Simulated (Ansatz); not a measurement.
# IrRh2: the cost of one run

Program: Ansatz 0.2.0. Level of theory: DFT PBE, scalar-relativistic, plane waves, PAW. These are calculated values, not measurements.

## 1. Starting point

Symmetry: P-6m2, No. 187, hexagonal system. The conventional cell has a = 2.731 Å, b = 2.731 Å, c = 13.226 Å, α = 90.00°, β = 90.00°, γ = 120.00°. Ir (site symmetry 3m) is surrounded by 6 Rh at 2.70 to 2.72 Å and 6 Ir at 2.73 Å. Rh (site symmetry -6m2) has 12 Rh at 2.71 to 2.73 Å in its first shell of neighbours. Rh (site symmetry 3m) is surrounded by 3 Ir at 2.70 Å and 9 Rh at 2.71 to 2.73 Å. Rh (site symmetry -6m2) is surrounded by 6 Ir at 2.72 Å and 6 Rh at 2.73 Å.

Structure file:

```
Ir Rh
1.0
     2.73143    0.00000    0.00000
    -1.36572    2.36549    0.00000
     0.00000    0.00000   13.22571
Ir Rh
2 4
Direct
  0.66667 0.33333 0.33270
  0.66667 0.33333 0.66729
  0.66667 0.33333 0.00000
  0.33333 0.66667 0.83318
  0.33333 0.66667 0.16682
  0.33333 0.66667 0.50000
```

The start is the relaxed end of an invented cell (made as: elements ordered on the sites of the Mn type, Rh/Ir on Mn (P-6m2, No. 187)), taken up again for a closer look.

## 2. A first look at the guess

The input, input.yaml:

```yaml
crystal:
  lattice:
    - [2.7314326, 0.0, 0.0]
    - [-1.3657163, 2.3654901, 0.0]
    - [0.0, 0.0, 13.2257067]
  atoms:
    - { symbol: Ir, position: [0.6666667, 0.3333333, 0.332705] }
    - { symbol: Ir, position: [0.6666667, 0.3333333, 0.667295] }
    - { symbol: Rh, position: [0.6666667, 0.3333333, 0.0] }
    - { symbol: Rh, position: [0.3333333, 0.6666667, 0.833183] }
    - { symbol: Rh, position: [0.3333333, 0.6666667, 0.166817] }
    - { symbol: Rh, position: [0.3333333, 0.6666667, 0.5] }
basis:
  ecutwfc: 420
kpoints:
  mp_grid: { grid: [6, 6, 2] }
hamiltonian:
  xc: pbe
scf:
  occupations: { method: gaussian, width: 0.1 }
  lower_state_search: "off"
output:
  forces: true
  stress: true
  eigenvalues: true
```

On the command line:

```console
ansatz run input.yaml --threads 4 --pin off --max-ram 8192MiB --backend cpu --events-out ev --progress --plain --runs-dir out
```

Q: Estimate wall time and peak memory on 4 threads of AMD EPYC 7R43 (Zen 3), shared host.

About 2.5 s, with a peak of 0.46 GiB.
